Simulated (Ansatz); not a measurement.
The system is LaFeAsO.

```
CELL_PARAMETERS angstrom
4.03533 0.00000 0.00000
0.00000 4.03533 0.00000
0.00000 0.00000 8.74090
ATOMIC_POSITIONS crystal
La 0.00000 0.50000 0.85846
La 0.50000 0.00000 0.14154
As 0.00000 0.50000 0.34880
As 0.50000 0.00000 0.65120
Fe 0.50000 0.50000 0.50000
Fe 0.00000 0.00000 0.50000
O 0.50000 0.50000 0.00000
O 0.00000 0.00000 0.00000
```

```yaml
Program: Ansatz 0.2.0
Task: single point
Functional: PBEsol
Potentials_or_basis: Ansatz PAW
Cutoff: "420 eV (not typed: the program's choice for these potentials)"
k_mesh: 7 × 7 × 3
Occupations: fermi-dirac, width 0.05 eV
Spin: collinear spin, ferromagnetic start
Starting_moments: "[0.0, 0.0, 0.0, 0.0, 3.0, 3.0, 0.0, 0.0] μB"
```

On this cell: pressure -5.4 GPa; largest force 0.791 eV/Å; net moment 0.00 μB per cell; site moments La +0.00; As -0.00; Fe +1.82, -1.82; O -0.01, +0.01 μB; band gap on the k mesh none (metal or under the smearing width).

The same run follows on a disturbed copy (atoms moved at random, drawn with an rms of 0.05 Å):

```
La As Fe O
1.0
     4.03533    0.00000    0.00000
     0.00000    4.03533    0.00000
     0.00000    0.00000    8.74090
La As Fe O
2 2 2 2
Direct
  0.99896 0.50865 0.85510
  0.49884 0.99293 0.14395
  0.00423 0.50838 0.34942
  0.50392 0.99609 0.64990
  0.48761 0.49266 0.50520
  0.99871 0.00129 0.50624
  0.50607 0.49959 0.00146
  0.00595 0.99523 0.00119
```

**Question.** What changes?

**Answer.** The energy (extrapolated to zero smearing) moves by +8.4 meV/atom; pressure -5.8 GPa; largest force 1.209 eV/Å; net moment 0.00 μB per cell; site moments La -0.00, +0.00; As +0.00; Fe +1.76, -1.76; O -0.01, +0.01 μB; band gap on the k mesh none (metal or under the smearing width).

Forces in eV/Å, atoms in the order of the input:
```
La   0.129 -0.287  0.731
La   0.146  0.195 -0.505
As  -0.332 -0.258  1.134
As  -0.205 -0.013 -0.384
Fe   0.424  0.200 -0.343
Fe   0.091  0.050 -0.446
O   -0.125 -0.067 -0.104
O   -0.128  0.182 -0.083
```

Stress tensor (GPa, compression positive):
```
-5.85 -0.01  0.20
-0.01 -6.00  0.55
 0.20  0.55 -5.58
```

Caveats: semilocal functionals often make such compounds metallic where correlation or magnetic order opens a gap, which also shifts bond lengths; the PAW data sets come from PBE, with cores solved anew for the run's functional, which leaves a small shift of forces and pressure; the starting moments weren't kept.
